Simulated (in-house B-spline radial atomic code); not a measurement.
# Tm⁵⁹⁺: ionisation energy by several methods

Wanted: one ionisation energy, Tm⁵⁹⁺ to configuration [He] 2s2 2p5, up the ladder of functionals.

Program: in-house B-spline radial atomic code version 1. Level of theory: non-relativistic, several functionals, spin-polarised, exact exchange averaged over the configuration; spherical all-electron atom at the radial basis limit. These are calculated values, not measurements, unless marked.

## Step 1: What is computed

* element: thulium (Z = 69)
* charge: +59
* electrons: 10
* configuration: [He] 2s2 2p6
* nucleus: point

The outer shells:

[He] 2s2 2p6
```
[He] core
2s [↑↓]
2p [↑↓][↑↓][↑↓]
```

Where spins are not typed, each open shell is filled with up spins first.

## Step 2: r2SCAN0, a global hybrid

The run's settings:

```ini
Z = 69
electrons = 10.0
configuration = [He] 2s2 2p6
hamiltonian = nr
method = r2scan0
spin_polarised = True
exact_exchange = averaged over the configuration
```

Run with:

```console
python run_scf.py task.json out
```

The settings of every run stand in task.json; they run in order.

## Step 3: B3LYP, a global hybrid

Settings: those of step 2 with these lines changed.

```diff
@@ -4,3 +4,3 @@
 hamiltonian = nr
-method = r2scan0
+method = b3lyp
 spin_polarised = True
```

## Step 4: TPSSh, a global hybrid

Settings: those of step 3 with these lines changed.

```diff
@@ -4,3 +4,3 @@
 hamiltonian = nr
-method = b3lyp
+method = tpssh
 spin_polarised = True
```

Q: The tabulated ionisation energy is 13347 ± 7 eV (tabulated theoretical; NIST Atomic Spectra Database). What does each method give, and which comes nearest?

The runs gave:

| method | rung | total energy (hartree) | ΔSCF (eV) | −ε highest (eV) | ΔSCF less tabulated (eV) |
| --- | --- | --- | --- | --- | --- |
| r2SCAN0 | global hybrid | -8932.7709 | 13250.0 | 13145.0 (2p up) | -97.0 |
| B3LYP | global hybrid | -8932.0140 | 13239.8 | 13124.4 (2p up) | -107.2 |
| TPSSh | global hybrid | -8932.5932 | 13240.8 | 13111.2 (2p up) | -106.2 |

Against the tabulated ionisation energy, 13347 ± 7 eV (tabulated theoretical; NIST Atomic Spectra Database), the best here is r2SCAN0 (-97.0 eV) and the worst B3LYP (-107.2 eV, or 0.80 %). All methods miss on the same side by much the same amount, which points to something that they share. These runs lack relativity altogether, which can outweigh the gaps between the methods, so the nearest may be so by luck. These runs leave out relativity, which matters at this nuclear charge. Open shells are averaged (over orientations, and over spins where the run is restricted), while tables refer to the lowest levels.
